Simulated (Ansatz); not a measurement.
C₂H₄ClI, SMILES ClCCI, harmonic frequencies at the relaxed geometry

Program: Ansatz's Python interface.

Notebook, run cell by cell (the value of a cell's last expression is shown):

```python
import itertools

import ansatz
from ase.data import atomic_numbers, covalent_radii
import numpy as np
```

```python
BASIS_SET = "def2-SVP"
XC = "b3lyp"

geometry_ang = [
    ("Cl", [-1.6917, 1.0053, 0.6238]),
    ("C", [-0.0286, 0.7428, 0.2325]),
    ("C", [0.2095, -0.7234, -0.0765]),
    ("I", [-0.397, -1.2994, -2.0004]),
    ("H", [0.2614, 1.3889, -0.6172]),
    ("H", [0.5453, 1.0699, 1.1135]),
    ("H", [-0.17, -1.3625, 0.715]),
    ("H", [1.3632, -0.8786, -0.0466]),
]
geometry = ansatz.Crystal.molecule()
for symbol, xyz in geometry_ang:
    geometry = geometry.atom(symbol, xyz)

job = geometry.calculation().basis(gaussian=BASIS_SET).functional(XC)
symbols = [site.symbol for site in geometry.cartesian_sites]
start = np.array([site.position_ang for site in geometry.cartesian_sites], dtype=float)
summary = job.relax(force_tolerance=0.003, max_steps=100).run(threads=1, pin="off").report
end = np.array(summary["positions_ang"])
```

    

```python
# pairs closer than 1.2 times the sum of covalent radii, before or after
radius = [covalent_radii[atomic_numbers[s]] for s in symbols]
span = lambda where, i, j: np.linalg.norm(where[i] - where[j])
bonded = [(i, j) for i, j in itertools.combinations(range(len(symbols)), 2) if min(span(start, i, j), span(end, i, j)) < 1.2 * (radius[i] + radius[j])]
print("pair        before    after (A)")
for i, j in bonded:
    print(f"{symbols[i]}{i}-{symbols[j]}{j}".ljust(10), f"{span(start, i, j):8.4f} {span(end, i, j):8.4f}")
```

    pair        before    after (A)
    Cl0-C1       1.7286   1.8002
    C1-C2        1.5172   1.5119
    C1-H4        1.1061   1.0983
    C1-H5        1.1011   1.1016
    C2-I3        2.0979   2.1850
    C2-H6        1.0858   1.0969
    C2-H7        1.1645   1.0985

```python
# frequencies need a stationary point, so they are taken at the relaxed geometry
minimum = ansatz.Crystal.molecule()
for symbol, place in zip(symbols, end):
    minimum = minimum.atom(symbol, place.tolist())
vibrating = (
    minimum.calculation()
    .basis(gaussian=BASIS_SET)
    .functional(XC)
    .phonons(temperatures=(200, 600, 100))
)
vib = vibrating.run(threads=1, pin="off").report["vibrations"]
sums = vib["harmonic_sums"]
modes = [m["omega_inv_cm"] for m in sums["modes_at_gamma"] if m["rigid_motion"] == "no"]
for number, w in enumerate(modes, start=1):
    print(f"mode {number:2d} {w:9.1f} 1/cm {w / 8065.544 * 1000:8.2f} meV")
print("imaginary modes:", sum(w < 0 for w in modes), " zero-point energy:", round(sums["zero_point_energy_ev"], 4), "eV")
print("T (K)   F_vib (eV)   S_vib (meV/K)   C_vib (meV/K)")
for row in zip(sums["temperatures_k"], sums["vibrational_free_energy_ev"], vib["entropy_ev_per_k"], vib["heat_capacity_ev_per_k"]):
    print(f"{row[0]:6.1f} {row[1]:11.4f} {1000 * row[2]:13.4f} {1000 * row[3]:15.4f}")
```

    mode  1      90.4 1/cm    11.20 meV
    mode  2     228.0 1/cm    28.27 meV
    mode  3     367.4 1/cm    45.55 meV
    mode  4     498.8 1/cm    61.85 meV
    mode  5     663.7 1/cm    82.29 meV
    mode  6     824.4 1/cm   102.21 meV
    mode  7     909.2 1/cm   112.73 meV
    mode  8    1033.0 1/cm   128.07 meV
    mode  9    1114.1 1/cm   138.13 meV
    mode 10    1174.4 1/cm   145.61 meV
    mode 11    1250.2 1/cm   155.00 meV
    mode 12    1314.2 1/cm   162.95 meV
    mode 13    1433.1 1/cm   177.69 meV
    mode 14    1449.2 1/cm   179.67 meV
    mode 15    3063.6 1/cm   379.84 meV
    mode 16    3096.9 1/cm   383.96 meV
    mode 17    3139.0 1/cm   389.18 meV
    mode 18    3175.7 1/cm   393.74 meV
    imaginary modes: 0  zero-point energy: 1.539 eV
    T (K)   F_vib (eV)   S_vib (meV/K)   C_vib (meV/K)
     200.0      1.5205        0.2202          0.2728
     300.0      1.4916        0.3604          0.4314
     400.0      1.4483        0.5063          0.5876
     500.0      1.3903        0.6523          0.7213
     600.0      1.3180        0.7937          0.8303

The frequencies are harmonic and unscaled, in a modest basis. The result belongs to the one conformer reached from this start, and soft torsions count as harmonic oscillators. def2 sets replace the cores of elements past krypton by effective core potentials. b3lyp holds the VWN-RPA fit, as in Gaussian; the form of ORCA and Turbomole is b3lyp5. Timing: 3.3 min on 1 thread of Arm Neoverse V1, with other jobs on the host, peak memory 0.29 GiB.

(Lines on the test bed's own set-up are left out of the output.)
